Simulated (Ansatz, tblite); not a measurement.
**The cluster Au4O2−: rung by rung**

How do method and basis change the picture of the cluster Au4O2− (doublet)?

The runs use Ansatz 0.2.0, Gaussian basis; as each input shows.

Plan: GFN1-xTB, GFN2-xTB, PBE-D4/def2-TZVPD, r2SCAN-D4/def2-TZVPD, B3LYP-D4/def2-TZVPD, ωB97X-V/def2-TZVPD, HF/def2-TZVPD, MP2/def2-TZVPD, RPA/def2-TZVPD.

5 further runs of the same task are left out: 5 set aside as unsound or not needed.

**1. The relaxed structure**

The geometry is that of the doublet, from an earlier relaxation (r2SCAN-D4/def2-SVPD). At that level it is the lowest of the isomers that a small search found.

6 atoms, charge -1, spin multiplicity 2.

Bond lengths: Au1–Au2 2.625 Å, Au1–Au4 2.625 Å, Au2–Au4 3.023 Å, Au2–O5 2.096 Å, Au3–O5 1.963 Å, Au3–O6 1.963 Å, Au4–O6 2.096 Å. Angles: Au2–Au1–Au4 70.3°, Au1–Au2–Au4 54.8°, Au1–Au2–O5 156.7°, Au4–Au2–O5 101.9°, O5–Au3–O6 163.7°, Au1–Au4–Au2 54.8°, Au1–Au4–O6 156.8°, Au2–Au4–O6 101.9°, Au2–O5–Au3 86.3°, Au3–O6–Au4 86.2°.

Au takes a core potential in the def2 sets. No spin-orbit coupling is included. The ion is computed in the gas phase, without counter-ions or solvent.

PBE0-D4/def2-TZVPD was run before; its log isn't repeated, and its numbers join the tables.

**2. GFN1-xTB**

Tight binding, by tblite at 300 K electronic temperature and without a spin-polarisation term:

```python
tblite.interface.Calculator('GFN1-xTB', numbers, positions, charge=-1, uhf=1).singlepoint()
```

Energy -691.1201 eV; 0.009 s.

**3. GFN2-xTB**

Tight binding, by tblite at 300 K electronic temperature and without a spin-polarisation term:

```python
tblite.interface.Calculator('GFN2-xTB', numbers, positions, charge=-1, uhf=1).singlepoint()
```

Energy -647.7045 eV; 0.009 s.

**4. PBE-D4/def2-TZVPD**

start.molden holds the orbitals of an earlier run on this state, given as this run's starting guess.

The input, in.yaml:

```yaml
crystal:
  periodic: [false, false, false]
  atoms:
    - {symbol: Au, position_ang: [1.735783, -2.221918, 0.480310]}
    - {symbol: Au, position_ang: [-0.624586, -1.193048, 0.991098]}
    - {symbol: Au, position_ang: [-0.979800, 1.254428, -0.271113]}
    - {symbol: Au, position_ang: [1.491051, 0.083690, -0.750673]}
    - {symbol: O, position_ang: [-2.171286, 0.217630, 0.894820]}
    - {symbol: O, position_ang: [0.548837, 1.859218, -1.344442]}
basis:
  gaussian: {orbitals: def2-TZVPD, initial_orbitals: start.molden}
total_charge: -1
magnetization: {spin_polarized: true, initial_magnetization: 1}
hamiltonian: {xc: pbe, dispersion: d4}
scf: {omitted_lower_state_checks: [starts]}
output: {forces: true, orbitals: {seedname: orbitals}}
```

Command:

```sh
> ansatz run in.yaml --threads 4 --pin off --events-out ev --progress --plain --max-ram 4787MiB
```

After this run come: r2SCAN-D4/def2-TZVPD; B3LYP-D4/def2-TZVPD; ωB97X-V/def2-TZVPD; HF/def2-TZVPD; MP2/def2-TZVPD; RPA/def2-TZVPD.

Before running them: what should the planned runs give, taken together? Wanted: gap in def2-TZVPD, named functionals and Hartree-Fock, smallest and largest; correlation energy, MP2/def2-TZVPD; ⟨S²⟩ in def2-TZVPD, named functionals and Hartree-Fock, smallest and largest.

The runs gave:

| quantity | value |
| --- | --- |
| gap in def2-TZVPD, named functionals and Hartree-Fock, smallest and largest | 0.47 eV (PBE-D4), 7.40 eV (HF) |
| correlation energy, MP2/def2-TZVPD | -63.25 eV |
| ⟨S²⟩ in def2-TZVPD, named functionals and Hartree-Fock, smallest and largest | 0.760, 0.786 |

Orbital gaps of the named functionals and Hartree-Fock in def2-TZVPD span 0.47 eV (PBE-D4) to 7.40 eV (HF); exact exchange widens it. Over the named functionals and Hartree-Fock in def2-TZVPD spin contamination reaches 0.04 (ωB97X-V), which is small.
